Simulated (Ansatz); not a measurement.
# Rh: a line through a two-coordinate scan

The task here is to estimate one member of a computed series from the others.

This is Rh in the hcp structure; at room conditions it is fcc.

Program: Ansatz 0.2.0. Level of theory: DFT LDA, scalar-relativistic, plane waves, PAW. These are calculated values, not measurements.

29 further runs of the same task are left out: 29 set aside as unsound or not needed.

## The system as given

It takes space group P6_3/mmc (No. 194, hexagonal). Conventional cell: a = 2.670 Å, b = 2.670 Å, c = 4.299 Å, α = 90.00°, β = 90.00°, γ = 120.00°. Rh (site symmetry -6m2) has 12 Rh at 2.65 to 2.67 Å as nearest neighbours.

Structure file:

```cif
data_structure
_symmetry_space_group_name_H-M 'P 1'
_symmetry_Int_Tables_number 1
_cell_length_a 2.6702
_cell_length_b 2.6702
_cell_length_c 4.2994
_cell_angle_alpha 90.000
_cell_angle_beta 90.000
_cell_angle_gamma 120.000
_cell_volume 26.55
loop_
_atom_site_label
_atom_site_type_symbol
_atom_site_fract_x
_atom_site_fract_y
_atom_site_fract_z
_atom_site_occupancy
Rh1 Rh 0.66667 0.33333 0.75000 1
Rh2 Rh 0.33333 0.66667 0.25000 1
```

It goes back to an entry of the Materials Project, which need not be the stable form.

This cell was relaxed beforehand with the same method: volume 13.27 Å³/atom, gap on the mesh none (metal).

## The scan

The energy is mapped over volume and a fixed ferromagnetic moment.

The axes are (1) volume per atom: 7 values from 10.88 to 15.66 Å³; (2) total spin moment of the cell, held fixed: 9 values from 0.00 to 2.00 μB.

Nothing else is relaxed (shape and fractional coordinates fixed). Points are written as (first, second).

The first run:

input.yaml

```yaml
crystal:
  lattice:
    - [2.4993152817, 0.0, 0.0]
    - [-1.2496576408, 2.1644705261, 0.0]
    - [0.0, 0.0, 4.0242569993]
  atoms:
    - { symbol: Rh, position: [0.6666666667, 0.3333333333, 0.75] }
    - { symbol: Rh, position: [0.3333333333, 0.6666666667, 0.25] }
basis:
  ecutwfc: 420
kpoints:
  mp_grid: { grid: [21, 21, 12] }
hamiltonian:
  xc: lda
  pseudopotentials: { kind: paw, azcp: { folder: soft_1 } }
scf:
  occupations: { method: gaussian, width: 0.15 }
  lower_state_search: "off"
output:
  forces: true
  stress: true
  eigenvalues: true
```

Command:

```console
ansatz run input.yaml --threads 2 --pin off --max-ram 4096MiB --backend cpu --events-out ev --progress --plain --runs-dir out
```

Among the steps run: Point (10.88 Å³, 0.00 μB); Point (11.68 Å³, 0.00 μB); Grid point (12.48 Å³, 0.00 μB); The run at (13.27 Å³, 0.00 μB); The run at (14.07 Å³, 0.00 μB); Grid point (14.87 Å³, 0.00 μB); Grid point (15.66 Å³, 0.00 μB).

One table of the session follows, with a row left open; its other results are not shown here.

| volume per atom (Å³) | energy (meV/atom) | pressure (GPa) |
| --- | --- | --- |
| 10.88 | 630 | 103 |
| 11.68 | 244 | 56 |
| 12.48 | 54 | 23 |
| 13.27 | 0 | 0 |
| 14.07 | 41 | −16 |
| 14.87 | ? | ? |
| 15.66 | 300 | −34 |

Estimate the missing values for volume per atom (Å³) = 14.87.

Worked estimate for «energy (meV/atom)». A straight line through the neighbours (14.07, 41) and (15.66, 300) gives 41 + (300 − 41) × (14.87 − 14.07) / (15.66 − 14.07) = 171; a parabola fitted to 3 rows on both sides gives 142.

As computed: energy (meV/atom): 148; pressure (GPa): −27. In «energy (meV/atom)» the line misses by +23 and the parabola by -6.

Energies count from the lowest point of the line.

A parabola through the lowest point and its two neighbours puts the minimum at 13.326 Å³, with a curvature of about 150 meV/atom per (Å³)². The well is lopsided: two grid steps out, the energy rises by 244 meV/atom towards smaller values and 148 meV/atom towards larger ones. The highest point computed, at 10.88 Å³, lies 630 meV/atom above the lowest.

Caveats from the session: Warnings in the runs' records: pseudo functional mismatch.
